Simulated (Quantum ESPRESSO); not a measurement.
GaGe:

```
Ge Ga
1.0
     0.00000    2.89784    2.89784
     2.89784    0.00000    2.89784
     2.89784    2.89784    0.00000
Ge Ga
1 1
Cartesian
  0.0000 0.0000 0.0000
  1.4489 1.4489 1.4489
```

The cell comes from a database or a generator and needn't be the stable form of this composition.

Base run:

```yaml
Program: Quantum ESPRESSO 7.5
Functional: PBE
Potentials_or_basis: SSSP 1.3 efficiency PBE
Cutoff: 952 eV
Density_cutoff: 7619 eV
k_mesh: 8 × 8 × 8
Occupations: fermi-dirac, width 0.05 eV
Spin: no spin polarisation
```

Its results: band gap on the k mesh none (metal or under the smearing width); pressure 0.1 GPa.

Q: The run is repeated on the same cell with these changes: functional from PBE to PBEsol; potentials or basis from SSSP 1.3 efficiency PBE to GBRV 1.5 PBEsol; cutoff from 952 eV to 762 eV; density cutoff from 7619 eV to 6095 eV; valence electrons from 27 to 33. What comes out?

A: Band gap on the k mesh none (metal or under the smearing width); pressure -2.4 GPa.
